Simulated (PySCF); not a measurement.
# C₅H₁₂Si: runs on many settings

Aim: see how C₅H₁₂Si (`C1CC[SiH2]CC1`) answers to the choice of functional, basis, grid and SCF options.

Programs: PySCF 2.14.0, with density-fitted response routines of our own. Each step states its level of theory. These are calculated values for one molecule in the gas phase, unless marked as measured. Atoms count from 0, in the outputs and in this text.

### 1 Starting geometry

18 atoms, charge 0, multiplicity 1; geometry from: GFN2-xTB.

Bonds of the start (Å): C0–C1 1.53, C1–C2 1.53, C2–Si3 1.90, Si3–C4 1.90, C4–C5 1.53, C5–C0 1.53, C0–H6 1.09, C0–H7 1.09, C1–H8 1.09, C1–H9 1.09, C2–H10 1.09, C2–H11 1.09, Si3–H12 1.47, Si3–H13 1.47, C4–H14 1.09, C4–H15 1.09, C5–H16 1.09, C5–H17 1.09.

### 2 Spin-spin couplings: wB97X-D/6-31G

What the job is given:

```
{"job": {"kind": "j", "xc": "wB97X-D", "basis": "6-31G", "scf": {"conv": 1e-08}}, "charge": 0, "multiplicity": 1}
C     -1.333895    -0.581783    -0.003794
C     -1.188952     0.903961     0.320199
C     -0.059461     1.568552    -0.465190
Si     1.591246     0.682786    -0.149597
C      1.130138    -1.158147    -0.243341
C     -0.171227    -1.428933     0.509635
H     -1.419982    -0.706655    -1.086341
H     -2.260361    -0.950072     0.445325
H     -2.134516     1.407814     0.096074
H     -1.005268     1.017545     1.391795
H     -0.002430     2.623266    -0.193329
H     -0.304245     1.535807    -1.528904
H      2.592313     1.039245    -1.161150
H      2.095376     1.013619     1.190823
H      1.921061    -1.788363     0.165128
H      1.002921    -1.459048    -1.285387
H     -0.435104    -2.486591     0.412389
H     -0.026372    -1.226686     1.574007
```

Method: wB97X-D/6-31G indirect spin-spin coupling, non-relativistic, gas phase.

Run with:

```
OMP_NUM_THREADS=1 python probes_run.py task.json out
```

One launch serves the whole session: the jobs run in the order shown.

What it wrote:

```text
final grid: 132432 points
cycle   1  E = -487.0676323383  dE =  7.786e-01  |g| = 3.003e-01  |ddm| = 3.503e+00
cycle   2  E = -487.0814435364  dE = -1.381e-02  |g| = 2.170e-01  |ddm| = 4.938e-01
cycle   3  E = -487.0941276747  dE = -1.268e-02  |g| = 2.484e-02  |ddm| = 2.330e-01
cycle   4  E = -487.0943330407  dE = -2.054e-04  |g| = 4.164e-03  |ddm| = 4.315e-02
cycle   5  E = -487.0943388035  dE = -5.763e-06  |g| = 9.283e-04  |ddm| = 8.175e-03
cycle   6  E = -487.0943390704  dE = -2.669e-07  |g| = 3.648e-04  |ddm| = 1.995e-03
cycle   7  E = -487.0943391117  dE = -4.129e-08  |g| = 3.001e-05  |ddm| = 6.392e-04
cycle   8  E = -487.0943391123  dE = -5.424e-10  |g| = 8.067e-06  |ddm| = 1.136e-04
converged SCF energy = -487.0943391123

Indirect spin-spin couplings (Hz)
  i      j    bonds     total        FC       PSO       DSO        SD
  0 C    1 C    1     43.183    43.052    -0.100     0.231         -
  0 C    2 C    2     -1.674    -1.620    -0.089     0.035         -
  0 C    3 Si   3     -3.716    -3.764     0.041    -0.006     0.014
  0 C    4 C    2     -1.682    -1.628    -0.089     0.035         -
  0 C    5 C    1     43.301    43.171    -0.101     0.231         -
  0 C    6 H    1    137.832   135.813     0.939     1.079         -
  0 C    7 H    1    136.458   134.444     1.009     1.005         -
  0 C    8 H    2     -3.547    -3.579     0.094    -0.062         -
  0 C    9 H    2     -3.555    -3.668     0.140    -0.027         -
  0 C   10 H    3      8.059     8.296     0.143    -0.380         -
  0 C   11 H    3      2.087     1.983     0.017     0.087         -
  0 C   13 H    4     -0.309    -0.187     0.056    -0.178         -
  0 C   14 H    3      8.060     8.297     0.143    -0.380         -
  0 C   15 H    3      2.086     1.983     0.017     0.086         -
  0 C   16 H    2     -3.544    -3.576     0.094    -0.062         -
  0 C   17 H    2     -3.558    -3.670     0.140    -0.027         -
  1 C    2 C    1     38.494    38.221     0.042     0.231         -
  1 C    3 Si   2      2.284     2.150     0.081    -0.014     0.068
  1 C    4 C    3      1.033     1.039    -0.016     0.010         -
  1 C    5 C    2     -2.031    -1.940    -0.122     0.032         -
  1 C    6 H    2     -3.426    -3.543     0.146    -0.029         -
  1 C    7 H    2     -3.370    -3.408     0.100    -0.062         -
  1 C    8 H    1    139.851   137.906     0.949     0.996         -
  1 C    9 H    1    138.139   136.143     0.931     1.066         -
  1 C   10 H    2     -4.325    -4.451     0.185    -0.059         -
  1 C   11 H    2     -4.140    -4.281     0.167    -0.027         -
  1 C   12 H    3      4.103     4.410     0.065    -0.372         -
  1 C   13 H    3      0.259     0.292    -0.001    -0.031         -
  1 C   14 H    4     -0.727    -0.540     0.120    -0.307         -
  1 C   15 H    4     -0.201    -0.147     0.082    -0.136         -
  1 C   16 H    3      7.697     7.926     0.148    -0.377         -
  1 C   17 H    3      3.752     3.622    -0.015     0.145         -
  2 C    3 Si   1    -48.427   -48.018     1.021    -0.101    -1.329
  2 C    4 C    2      0.232     0.211     0.007     0.013         -
  2 C    5 C    3      1.045     1.051    -0.016     0.010         -
  2 C    6 H    3      3.929     3.739     0.036     0.154         -
  2 C    7 H    3      8.402     8.612     0.166    -0.376         -
  2 C    8 H    2     -3.965    -4.056     0.170    -0.080         -
  2 C    9 H    2     -2.268    -2.423     0.184    -0.029         -
  2 C   10 H    1    130.828   128.484     1.354     0.990         -
  2 C   11 H    1    132.126   129.767     1.324     1.035         -
  2 C   12 H    2      1.946     2.123    -0.009    -0.168         -
  2 C   13 H    2      1.798     1.947    -0.002    -0.146         -
  2 C   14 H    3      4.212     4.482     0.103    -0.373         -
  2 C   15 H    3      0.047     0.029     0.034    -0.016         -
  2 C   16 H    4     -1.066    -0.891     0.146    -0.321         -
  2 C   17 H    4     -0.287    -0.275     0.061    -0.073         -
  3 Si   4 C    1    -48.508   -48.102     1.023    -0.101    -1.327
  3 Si   5 C    2      2.276     2.141     0.081    -0.014     0.068
  3 Si   6 H    4      0.169     0.159    -0.070     0.038     0.042
  3 Si   7 H    4      0.774     0.632    -0.136     0.254     0.024
  3 Si   8 H    3    -10.599   -10.682    -0.171     0.274    -0.021
  3 Si   9 H    3     -2.219    -2.160    -0.063    -0.041     0.044
  3 Si  10 H    2      6.312     6.190     0.203     0.085    -0.166
  3 Si  11 H    2      5.158     5.085     0.126     0.061    -0.115
  3 Si  12 H    1   -165.026  -165.655     1.285    -0.326    -0.331
  3 Si  13 H    1   -167.312  -167.846     1.201    -0.345    -0.321
  3 Si  14 H    2      6.309     6.189     0.202     0.085    -0.167
  3 Si  15 H    2      5.178     5.105     0.126     0.061    -0.114
  3 Si  16 H    3    -10.625   -10.708    -0.170     0.274    -0.021
  3 Si  17 H    3     -2.216    -2.157    -0.063    -0.041     0.044
  4 C    5 C    1     38.402    38.129     0.042     0.231         -
  4 C    6 H    3      3.928     3.739     0.036     0.154         -
  4 C    7 H    3      8.386     8.596     0.166    -0.376         -
  4 C    8 H    4     -1.068    -0.893     0.146    -0.321         -
  4 C    9 H    4     -0.286    -0.274     0.061    -0.073         -
  4 C   10 H    3      4.211     4.481     0.103    -0.373         -
  4 C   11 H    3      0.042     0.024     0.034    -0.015         -
  4 C   12 H    2      1.956     2.134    -0.009    -0.169         -
  4 C   13 H    2      1.843     1.992    -0.002    -0.147         -
  4 C   14 H    1    131.045   128.701     1.354     0.989         -
  4 C   15 H    1    132.251   129.893     1.324     1.035         -
  4 C   16 H    2     -3.940    -4.031     0.170    -0.080         -
  4 C   17 H    2     -2.292    -2.447     0.184    -0.029         -
  5 C    6 H    2     -3.441    -3.558     0.146    -0.029         -
  5 C    7 H    2     -3.392    -3.430     0.099    -0.062         -
  5 C    8 H    3      7.698     7.927     0.148    -0.377         -
  5 C    9 H    3      3.750     3.619    -0.015     0.146         -
  5 C   10 H    4     -0.719    -0.532     0.120    -0.307         -
  5 C   11 H    4     -0.200    -0.146     0.082    -0.136         -
  5 C   12 H    3      4.092     4.398     0.065    -0.372         -
  5 C   13 H    3      0.247     0.280    -0.001    -0.031         -
  5 C   14 H    2     -4.334    -4.460     0.184    -0.059         -
  5 C   15 H    2     -4.128    -4.268     0.167    -0.027         -
  5 C   16 H    1    139.811   137.866     0.949     0.996         -
  5 C   17 H    1    138.144   136.147     0.931     1.066         -
  6 H    7 H    2    -16.667   -15.735     0.843    -1.775         -
  6 H    8 H    3      1.830     2.096     0.091    -0.356         -
  6 H    9 H    3     10.455    12.028     0.990    -2.563         -
  6 H   10 H    4     -0.962    -0.141     0.561    -1.382         -
  6 H   11 H    4      0.760    -0.198    -0.738     1.697         -
  6 H   12 H    5     -0.490     0.069     0.095    -0.654         -
  6 H   13 H    5     -0.934     0.056     0.373    -1.362         -
  6 H   14 H    4     -0.963    -0.142     0.561    -1.382         -
  6 H   15 H    4      0.756    -0.200    -0.737     1.693         -
  6 H   16 H    3      1.831     2.098     0.092    -0.359         -
  6 H   17 H    3     10.485    12.058     0.990    -2.563         -
  7 H    8 H    3      4.904     4.900    -0.135     0.139         -
  7 H    9 H    3      1.888     2.129     0.101    -0.342         -
  7 H   10 H    4      0.312     1.191     0.716    -1.595         -
  7 H   11 H    4     -0.937    -0.226     0.532    -1.244         -
  7 H   12 H    5     -0.628     0.384     0.453    -1.465         -
  7 H   13 H    5     -0.656     0.006     0.396    -1.058         -
  7 H   14 H    4      0.304     1.182     0.716    -1.594         -
  7 H   15 H    4     -0.939    -0.228     0.532    -1.244         -
  7 H   16 H    3      4.901     4.895    -0.136     0.141         -
  7 H   17 H    3      1.894     2.136     0.101    -0.342         -
  8 H    9 H    2    -16.631   -15.719     0.854    -1.766         -
  8 H   10 H    3      3.944     4.105     0.024    -0.184         -
  8 H   11 H    3      4.629     4.705    -0.034    -0.042         -
  8 H   12 H    4      1.047     2.017     0.438    -1.408         -
  8 H   13 H    4     -1.269    -0.517     0.430    -1.181         -
  8 H   14 H    5     -0.257     0.684     0.642    -1.583         -
  8 H   15 H    5     -0.463     0.169     0.468    -1.100         -
  8 H   17 H    4     -0.872    -0.154     0.534    -1.252         -
  9 H   10 H    3      3.010     3.069    -0.012    -0.047         -
  9 H   11 H    3     11.639    13.212     0.968    -2.541         -
  9 H   12 H    4     -1.351    -0.065     0.278    -1.564         -
  9 H   13 H    4      0.539    -0.016    -0.384     0.938         -
  9 H   14 H    5     -0.427     0.136     0.334    -0.897         -
  9 H   15 H    5     -0.787     0.003     0.522    -1.313         -
  9 H   16 H    4     -0.873    -0.154     0.534    -1.253         -
  9 H   17 H    4      0.818    -0.292    -0.859     1.970         -
 10 H   11 H    2    -18.040   -17.271     0.930    -1.698         -
 10 H   12 H    3     -0.580     0.007     0.105    -0.691         -
 10 H   13 H    3      2.346     2.475    -0.062    -0.067         -
 10 H   15 H    4     -1.386    -0.439     0.469    -1.416         -
 10 H   16 H    5     -0.255     0.686     0.642    -1.584         -
 10 H   17 H    5     -0.428     0.136     0.334    -0.898         -
 11 H   12 H    3      1.981     2.055    -0.100     0.027         -
 11 H   13 H    3      7.146     8.901     0.434    -2.188         -
 11 H   14 H    4     -1.388    -0.442     0.469    -1.415         -
 11 H   15 H    4      0.318    -0.019    -0.257     0.595         -
 11 H   16 H    5     -0.463     0.169     0.468    -1.100         -
 11 H   17 H    5     -0.787     0.003     0.523    -1.313         -
 12 H   13 H    2      2.851     4.586     0.063    -1.798         -
 12 H   14 H    3     -0.591     0.001     0.106    -0.698         -
 12 H   15 H    3      1.971     2.047    -0.100     0.024         -
 12 H   16 H    4      1.053     2.024     0.438    -1.409         -
 12 H   17 H    4     -1.357    -0.070     0.278    -1.564         -
 13 H   14 H    3      2.331     2.465    -0.060    -0.075         -
 13 H   15 H    3      7.151     8.906     0.433    -2.189         -
 13 H   16 H    4     -1.270    -0.517     0.430    -1.183         -
 13 H   17 H    4      0.527    -0.025    -0.383     0.935         -
 14 H   15 H    2    -18.003   -17.237     0.928    -1.694         -
 14 H   16 H    3      3.949     4.108     0.023    -0.181         -
 14 H   17 H    3      3.021     3.079    -0.012    -0.046         -
 15 H   16 H    3      4.624     4.700    -0.034    -0.042         -
 15 H   17 H    3     11.652    13.226     0.968    -2.541         -
 16 H   17 H    2    -16.720   -15.811     0.854    -1.763         -
```

Wall time 15 s (1 thread of Arm Neoverse V1, shared host); peak memory 0.55 GiB.

This basis has no tight s functions, so the Fermi-contact terms are rough.

A choice of the couplings up to four bonds, sorted by the number of bonds, with means over like pairs; isotopes 13C, 1H, 29Si:

| pair | bonds | J (Hz) | Fermi contact (Hz) | dihedral (°) |
| --- | --- | --- | --- | --- |
| Si3–H12 | 1 | -166.2 | -166.8 | – |
| C1–H8 | 1 | 139.0 | 137.0 | – |
| C0–H6 | 1 | 137.1 | 135.1 | – |
| C2–H10 | 1 | 131.6 | 129.2 | – |
| C2–Si3 | 1 | -48.5 | -48.1 | – |
| C0–C1 | 1 | 43.2 | 43.1 | – |
| C1–C2 | 1 | 38.4 | 38.2 | – |
| H10–H11 | 2 | -18.0 | -17.3 | – |
| H8–H9 | 2 | -16.7 | -15.8 | – |
| H6–H7 | 2 | -16.7 | -15.7 | – |
| Si3–H10 | 2 | 5.7 | 5.6 | – |
| C1–H10 | 2 | -4.2 | -4.4 | – |
| C0–H8 | 2 | -3.6 | -3.6 | – |
| C1–H6 | 2 | -3.4 | -3.5 | – |
| C2–H8 | 2 | -3.1 | -3.2 | – |
| H12–H13 | 2 | 2.9 | 4.6 | – |
| H8–H10 | 3 | 7.8 | 8.7 | – |
| H6–H9 | 3 | 7.7 | 8.5 | – |
| Si3–H8 | 3 | -6.4 | -6.4 | – |
| C2–H6 | 3 | 6.2 | 6.2 | – |
| C1–H16 | 3 | 5.7 | 5.8 | – |
| C0–H10 | 3 | 5.1 | 5.1 | – |
| H8–H11 | 3 | 3.8 | 3.9 | -57 |
| C0–Si3 | 3 | -3.7 | -3.8 | – |
| H10–H12 | 3 | 3.3 | 4.5 | – |
| H10–H15 | 4 | -1.4 | -0.4 | – |
| H8–H13 | 4 | -1.3 | -0.3 | – |

Where two rows join the same classes of atoms, they are the two kinds of pair (J and J′ of an AA′XX′ pattern), each a mean over its own pairs alone.

The spin-dipole term was solved for some atoms only; pairs without it lack that part.

### 3 Shielding tensors: BP86/pcSseg-1

The job, as its differences from that of step 2:

```diff
@@ -1,2 +1,2 @@
-{"job": {"kind": "j", "xc": "wB97X-D", "basis": "6-31G", "scf": {"conv": 1e-08}}, "charge": 0, "multiplicity": 1}
+{"job": {"kind": "nmr", "xc": "BP86", "basis": "pcSseg-1", "pop": true}, "charge": 0, "multiplicity": 1}
 C     -1.333895    -0.581783    -0.003794
```

Level: GIAO BP86/pcSseg-1 NMR shielding, non-relativistic, gas phase.

What it wrote:

```text
coarse grid: 14496 points
cycle   1  E = -487.0737931574  dE =  2.949e-01  |g| = 6.594e-01  |ddm| = 3.720e+00
cycle   2  E = -486.8434116107  dE =  2.304e-01  |g| = 1.132e+00  |ddm| = 1.714e+00
cycle   3  E = -487.1920551778  dE = -3.486e-01  |g| = 9.477e-02  |ddm| = 1.232e+00
cycle   4  E = -487.1945189184  dE = -2.464e-03  |g| = 1.577e-02  |ddm| = 1.513e-01
cycle   5  E = -487.1945675522  dE = -4.863e-05  |g| = 7.917e-03  |ddm| = 2.514e-02
cycle   6  E = -487.1945834024  dE = -1.585e-05  |g| = 1.606e-03  |ddm| = 8.499e-03
cycle   7  E = -487.1945839995  dE = -5.971e-07  |g| = 4.354e-04  |ddm| = 1.996e-03
final grid: 132432 points
cycle   8  E = -487.2454137605  dE = -5.979e-05  |g| = 5.943e-03  |ddm| = 3.564e-02
cycle   9  E = -487.2453957999  dE =  1.796e-05  |g| = 9.993e-03  |ddm| = 1.399e-02
cycle  10  E = -487.2454225523  dE = -2.675e-05  |g| = 6.700e-04  |ddm| = 9.491e-03
cycle  11  E = -487.2454226193  dE = -6.692e-08  |g| = 1.780e-04  |ddm| = 1.062e-03
cycle  12  E = -487.2454226610  dE = -4.178e-08  |g| = 6.603e-05  |ddm| = 2.311e-04
cycle  13  E = -487.2454226621  dE = -1.057e-09  |g| = 1.407e-05  |ddm| = 7.209e-05
cycle  14  E = -487.2454226621  dE = -4.161e-11  |g| = 3.264e-06  |ddm| = 1.609e-05
converged SCF energy = -487.2454226621

GIAO shielding tensors (ppm)
atom      isotropic    diamagn.    paramagn.     s11        s22        s33       span
  0 C      146.800     248.217    -101.417    139.999    148.905    151.496     11.497
  1 C      150.523     247.719     -97.197    141.535    150.289    159.744     18.209
  2 C      169.407     250.716     -81.309    152.531    174.188    181.503     28.972
  3 Si     382.625     880.875    -498.249    359.841    376.675    411.360     51.519
  4 C      169.406     250.702     -81.295    152.581    174.157    181.481     28.900
  5 C      150.551     247.715     -97.164    141.533    150.320    159.800     18.268
  6 H       30.594      31.958      -1.364     27.587     29.104     35.092      7.504
  7 H       29.787      30.218      -0.431     24.843     28.342     36.177     11.334
  8 H       29.422      29.856      -0.434     24.037     28.102     36.128     12.091
  9 H       30.273      31.442      -1.169     27.148     28.592     35.079      7.930
 10 H       30.642      29.559       1.083     26.084     28.032     37.810     11.727
 11 H       30.899      31.066      -0.167     27.380     28.774     36.542      9.163
 12 H       27.484      28.884      -1.400     24.551     24.775     33.126      8.574
 13 H       27.538      29.371      -1.833     24.514     25.445     32.654      8.139
 14 H       30.641      29.554       1.088     26.079     28.033     37.811     11.732
 15 H       30.897      31.061      -0.164     27.379     28.770     36.544      9.165
 16 H       29.428      29.864      -0.436     24.042     28.109     36.132     12.091
 17 H       30.275      31.445      -1.170     27.149     28.594     35.083      7.934
```

It took 39 s on 1 thread of Arm Neoverse V1, shared host; peak memory 0.63 GiB.

Shifts follow as δ = σ(reference) − σ, with reference shieldings (ppm) from runs at the same level and on the same kind of geometry: 1H TMS 31.71, 13C TMS 182.3, 29Si TMS 329.8. The references are single molecules in the gas phase. Atoms listed in one row are averaged.

```
             atoms                                                environment  σ (ppm)  δ (ppm)
                C0                                          sp3 CH2 in a ring    146.8     35.5
            C1, C5                                          sp3 CH2 in a ring    150.5     31.8
            C2, C4                                       sp3 CH2 bonded to Si    169.4     12.9
          H12, H13  hydrogen on a silicon bonded to 2 C, in a 6-membered ring    27.51     4.20
  H8, H9, H16, H17                           hydrogen on an sp3 CH2 in a ring    29.85     1.86
            H6, H7                           hydrogen on an sp3 CH2 in a ring    30.19     1.52
H10, H11, H14, H15                        hydrogen on an sp3 CH2 bonded to Si    30.77     0.94
               Si3           silicon bonded to 2 C, 2 H, in a 6-membered ring    382.6    -52.8
```

Charges from the same density, by scheme (e):

```csv
atoms,Mulliken,IAO,Hirshfeld,ESP fit
C0,-0.20,-0.25,-0.06,-0.12
"C1, C5",-0.21,-0.25,-0.06,0.06
"C2, C4",-0.47,-0.53,-0.15,-0.25
Si3,0.60,0.71,0.32,0.40
```

Mayer bond orders: C0–C1 1.05, C1–C2 1.05, C2–Si3 0.93, Si3–C4 0.93, C4–C5 1.05, C5–C0 1.05.

Ring of atoms C0, C1, C2, Si3, C4, C5: NICS(0) -1.3, NICS(1) -1.7, NICS(1)zz 4.1 ppm (means of both faces).

Orbitals, density, ELF and potential are computed afterwards from the orbital file.

Frontier orbitals at BP86/pcSseg-1, with the share of their density that lies nearest to each atom:

```csv
orbital,energy (eV),lies on
HOMO,-6.58,"C2, C4 about 16 % each; Si3 14 %; 4 H atoms about 7 % each"
LUMO,0.41,4 H atoms about 8 % each; Si3 9 %; 4 H atoms about 6 % each
```

ELF in a plane through or near 11 of the atoms.

Ten even steps from '0' (0.00) to '9' (1.00):
```
0000000000000000000000000000
0000000000000000000000000000
0000000000002321000000000000
0000000000258998310000000000
0000000000379999510000000000
0000000000258887410000000000
0000035421431541441367500000
0000599986881552986999950000
0001699993587448833999950000
0000157763563113764665300000
0000000148873113677410000000
0000025886149768516997400000
0000189999677216769999920000
0000079997117998216999700000
0000002540029999500232000000
0000000000029999500000000000
0000000000002442000000000000
0000000000000000000000000000
0000000000000000000000000000
0000000000000000000000000000
```
The map spans 10.1 Å across and 11.1 Å up, centred on the molecule. Atoms in the plane (x, y in Å): C0 (0.0, -1.4), C1 (-1.3, -0.8), C2 (-1.5, 0.6), Si3 (0.0, 1.7), C4 (1.5, 0.7), C5 (1.3, -0.8), H7 (0.0, -2.5), H8 (-2.1, -1.5), H10 (-2.4, 1.0), H14 (2.4, 1.1), H16 (2.2, -1.4).

log10 of the density (e/Å³) in the same plane.

Ten even steps from '0' (-4.0) to '9' (1.0):
```
0000000000000000000000000000
0000000000111111100000000000
0000000001223333221000000000
0000000112345554432100000000
0000001223456666543221000000
0000122334567776654332210000
0002244555667997665554432000
0013456777778997777776543100
0013467888887777888886643100
0013456778876666788775532100
0002345678877667888765432000
0002345678888888888775432000
0002356788778888777876532000
0001245666667887666665421000
0000123444456787544443210000
0000011222345555432221100000
0000000001223333221000000000
0000000000001111000000000000
0000000000000000000000000000
0000000000000000000000000000
```
The map spans 10.1 Å across and 11.1 Å up, centred on the molecule. Atoms in the plane (x, y in Å): C0 (0.0, -1.4), C1 (-1.3, -0.8), C2 (-1.5, 0.6), Si3 (0.0, 1.7), C4 (1.5, 0.7), C5 (1.3, -0.8), H7 (0.0, -2.5), H8 (-2.1, -1.5), H10 (-2.4, 1.0), H14 (2.4, 1.1), H16 (2.2, -1.4).

On the surface of density 0.002 e/bohr³ the electrostatic potential runs, from the 1st to the 99th percentile, from -0.18 to 0.60 V.

(Part 1 of 2 ends here.)
